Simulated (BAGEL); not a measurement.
# C2H5BN (SMILES B[N]C=C): UHF/6-31G(d) (density fitting with qzvpp-jkfit, spherical functions)

Aim: the vertical doublet–quartet gap of C2H5BN at UHF/6-31G* (density fitting with qzvpp-jkfit, spherical functions), from 2 runs. 

Program for the calculation: BAGEL 1.2.2.

1 further run of the same task is left out (set aside as unsound or not needed).

**1. The molecule**

C2H5BN has 9 atoms, charge 0, and is taken as a doublet. SMILES: `B[N]C=C`. The shape is that of a PBE0-D4/def2-TZVP optimisation.

Bond lengths: B1–N2 1.342 Å, N2–C3 1.284 Å, C3–C4 1.392 Å, B1–H5 1.202 Å, B1–H6 1.202 Å, C3–H7 1.093 Å, C4–H8 1.082 Å, C4–H9 1.083 Å. Angles: B1–N2–C3 179.9°, N2–C3–C4 123.6°, N2–B1–H5 119.4°, N2–B1–H6 119.4°, N2–C3–H7 118.2°, C4–C3–H7 118.1°, C3–C4–H8 120.6°, C3–C4–H9 120.2°, H5–B1–H6 121.3°, H8–C4–H9 119.2°.

**2. The energy at UHF/6-31G(d) (density fitting with qzvpp-jkfit, spherical functions)**

job.json

```json
{ "bagel" : [

{
  "title" : "molecule",
  "basis" : "6-31gs.json",
  "df_basis" : "qzvpp-jkfit",
  "angstrom" : "true",
  "geometry" : [
    { "atom" : "B", "xyz" : [   -0.864600,    1.674800,   -0.110400 ] },
    { "atom" : "N", "xyz" : [   -0.486400,    0.387700,   -0.106200 ] },
    { "atom" : "C", "xyz" : [   -0.126200,   -0.844400,   -0.102100 ] },
    { "atom" : "C", "xyz" : [    1.161000,   -1.270600,    0.212300 ] },
    { "atom" : "H", "xyz" : [   -1.300900,    2.164000,    0.896800 ] },
    { "atom" : "H", "xyz" : [   -0.758900,    2.316900,   -1.120700 ] },
    { "atom" : "H", "xyz" : [   -0.871400,   -1.601800,   -0.359600 ] },
    { "atom" : "H", "xyz" : [    1.410600,   -2.323300,    0.200400 ] },
    { "atom" : "H", "xyz" : [    1.925400,   -0.549500,    0.472300 ] }
  ]
},
{
  "title" : "uhf",
  "nopen" : 1
},
{
  "title" : "print",
  "file" : "orbitals.molden",
  "orbitals" : "true"
}

]}
```

The basis set 6-31G* is read from a file made from the Basis Set Exchange's data (not shown).

Run with:

```
$ BAGEL_NUM_THREADS=1 BAGEL job.json > job.out
```

Standard output:

```text
* using 1 threads per process

  ===============================================================
  ===============================================================

  *** Geometry ***

  { "atom" : "B", "xyz" : [     -1.633857,      3.164913,     -0.208626 ] },
  { "atom" : "N", "xyz" : [     -0.919163,      0.732647,     -0.200689 ] },
  { "atom" : "C", "xyz" : [     -0.238483,     -1.595685,     -0.192941 ] },
  { "atom" : "C", "xyz" : [      2.193972,     -2.401086,      0.401189 ] },
  { "atom" : "H", "xyz" : [     -2.458345,      4.089367,      1.694706 ] },
  { "atom" : "H", "xyz" : [     -1.434113,      4.378306,     -2.117816 ] },
  { "atom" : "H", "xyz" : [     -1.646707,     -3.026963,     -0.679546 ] },
  { "atom" : "H", "xyz" : [      2.665648,     -4.390401,      0.378701 ] },
  { "atom" : "H", "xyz" : [      3.638479,     -1.038405,      0.892518 ] },

  Number of auxiliary basis functions:      392

  Since a DF basis is specified, we compute 2- and 3-index integrals:
    o Being stored without compression. Storage requirement is 0.014 GB

  Number of basis functions:       66
  Number of electrons      :       29

    * METHOD: MOLECULE                             0.14

  *** Open-shell HF ***

  === Nuclear Repulsion ===
    97.1167409139

      * DIIS with orbital gradients will be used.

  === UHF iteration (6-31gs.json) ===
      0       -157.54705144          0.04523766           0.05
      1       -157.66676147          0.03166714           0.05
      2       -157.70663920          0.02235651           0.05
      3       -157.74395503          0.00192098           0.05
      4       -157.74804614          0.00078805           0.05
      5       -157.74973245          0.00057440           0.05
      6       -157.75100944          0.00034801           0.05
      7       -157.75149444          0.00021381           0.05
      8       -157.75164553          0.00009212           0.05
      9       -157.75166982          0.00002984           0.05
     10       -157.75167306          0.00001172           0.05
     11       -157.75167447          0.00000477           0.05
     12       -157.75167494          0.00000175           0.05
     13       -157.75167516          0.00000138           0.05
     14       -157.75167525          0.00000120           0.05
     15       -157.75167531          0.00000106           0.05
     16       -157.75167538          0.00000057           0.05
     17       -157.75167538          0.00000026           0.05
     18       -157.75167538          0.00000013           0.05
     19       -157.75167538          0.00000006           0.05
     20       -157.75167538          0.00000002           0.05
     21       -157.75167538          0.00000001           0.05
     22       -157.75167538          0.00000001           0.05
    * SCF iteration converged.

    * S^2 (UHF) is 0.9601

    * Permanent dipole moment:
           (   -0.367238,     0.824389,    -0.036687) a.u.

    * METHOD: UHF                                  1.20

    * METHOD: PRINT                                0.01

  ===============================================================
```

Wall time 1.5 s (1 thread of Arm Neoverse V1, shared host); peak memory 0.081 GiB.

**3. The quartet**

calc.json

```json
{ "bagel" : [

{
  "title" : "molecule",
  "basis" : "6-31gs.json",
  "df_basis" : "qzvpp-jkfit",
  "angstrom" : "true",
  "geometry" : [
    { "atom" : "B", "xyz" : [      -0.864600,       1.674800,      -0.110400 ] },
    { "atom" : "N", "xyz" : [      -0.486400,       0.387700,      -0.106200 ] },
    { "atom" : "C", "xyz" : [      -0.126200,      -0.844400,      -0.102100 ] },
    { "atom" : "C", "xyz" : [       1.161000,      -1.270600,       0.212300 ] },
    { "atom" : "H", "xyz" : [      -1.300900,       2.164000,       0.896800 ] },
    { "atom" : "H", "xyz" : [      -0.758900,       2.316900,      -1.120700 ] },
    { "atom" : "H", "xyz" : [      -0.871400,      -1.601800,      -0.359600 ] },
    { "atom" : "H", "xyz" : [       1.410600,      -2.323300,       0.200400 ] },
    { "atom" : "H", "xyz" : [       1.925400,      -0.549500,       0.472300 ] }
  ]
},

{
  "title" : "uhf",
  "nopen" : 3
},

{
  "title" : "print",
  "file" : "orbitals.molden",
  "orbitals" : "true"
}

]}
```

The basis set 6-31G* is read from a file made from the Basis Set Exchange's data (not shown).

Run with:

```
$ BAGEL_NUM_THREADS=1 BAGEL calc.json > calc.out
```

Standard output:

```text
* using 1 threads per process

  ===============================================================
  ===============================================================

  *** Geometry ***

  { "atom" : "B", "xyz" : [     -1.633857,      3.164913,     -0.208626 ] },
  { "atom" : "N", "xyz" : [     -0.919163,      0.732647,     -0.200689 ] },
  { "atom" : "C", "xyz" : [     -0.238483,     -1.595685,     -0.192941 ] },
  { "atom" : "C", "xyz" : [      2.193972,     -2.401086,      0.401189 ] },
  { "atom" : "H", "xyz" : [     -2.458345,      4.089367,      1.694706 ] },
  { "atom" : "H", "xyz" : [     -1.434113,      4.378306,     -2.117816 ] },
  { "atom" : "H", "xyz" : [     -1.646707,     -3.026963,     -0.679546 ] },
  { "atom" : "H", "xyz" : [      2.665648,     -4.390401,      0.378701 ] },
  { "atom" : "H", "xyz" : [      3.638479,     -1.038405,      0.892518 ] },

  Number of auxiliary basis functions:      392

  Since a DF basis is specified, we compute 2- and 3-index integrals:
    o Being stored without compression. Storage requirement is 0.014 GB

  Number of basis functions:       66
  Number of electrons      :       29

    * METHOD: MOLECULE                             0.14

  *** Open-shell HF ***

  === Nuclear Repulsion ===
    97.1167409139

      * DIIS with orbital gradients will be used.

  === UHF iteration (6-31gs.json) ===
      0       -157.27392113          0.04519435           0.05
      1       -157.41505594          0.03694677           0.05
      2       -157.48317689          0.02795610           0.05
      3       -157.54817187          0.00348965           0.05
      4       -157.55841665          0.00116967           0.05
      5       -157.56093588          0.00057787           0.05
      6       -157.56184692          0.00036903           0.05
      7       -157.56224064          0.00020399           0.05
      8       -157.56232856          0.00003825           0.05
      9       -157.56233038          0.00002046           0.05
     10       -157.56233088          0.00000806           0.05
     11       -157.56233099          0.00000324           0.05
     12       -157.56233101          0.00000151           0.05
     13       -157.56233102          0.00000067           0.05
     14       -157.56233102          0.00000037           0.05
     15       -157.56233102          0.00000017           0.05
     16       -157.56233102          0.00000009           0.05
     17       -157.56233102          0.00000003           0.05
     18       -157.56233102          0.00000001           0.05
     19       -157.56233102          0.00000001           0.05
    * SCF iteration converged.

    * S^2 (UHF) is 3.9954

    * Permanent dipole moment:
           (   -0.962348,     2.491254,    -0.070675) a.u.

    * METHOD: UHF                                  1.04

    * METHOD: PRINT                                0.01

  ===============================================================
```

Wall time 1.3 s (1 thread of Arm Neoverse V1, shared host); peak memory 0.081 GiB.

**4. Summary of results**

At UHF/6-31G* (density fitting with qzvpp-jkfit, spherical functions):

| quantity | value |
| --- | --- |
| doublet: total energy | -157.75168 Eh |
| doublet: dipole moment | 2.30 D |
| doublet: ⟨S²⟩ | 0.960 |
| quartet: total energy | -157.56233 Eh |
| quartet: dipole moment | 6.79 D |
| quartet: ⟨S²⟩ | 3.995 |
| vertical energy of the quartet above the doublet | 5.152 eV |

In words: At this shape the quartet lies 5.15 eV (119 kcal/mol) above the doublet. ⟨S²⟩ (doublet) is 0.96 where a pure doublet has 0.75: the reference is spin-contaminated. ⟨S²⟩ (quartet) is 4.00 where a pure quartet has 3.75: the reference is spin-contaminated.
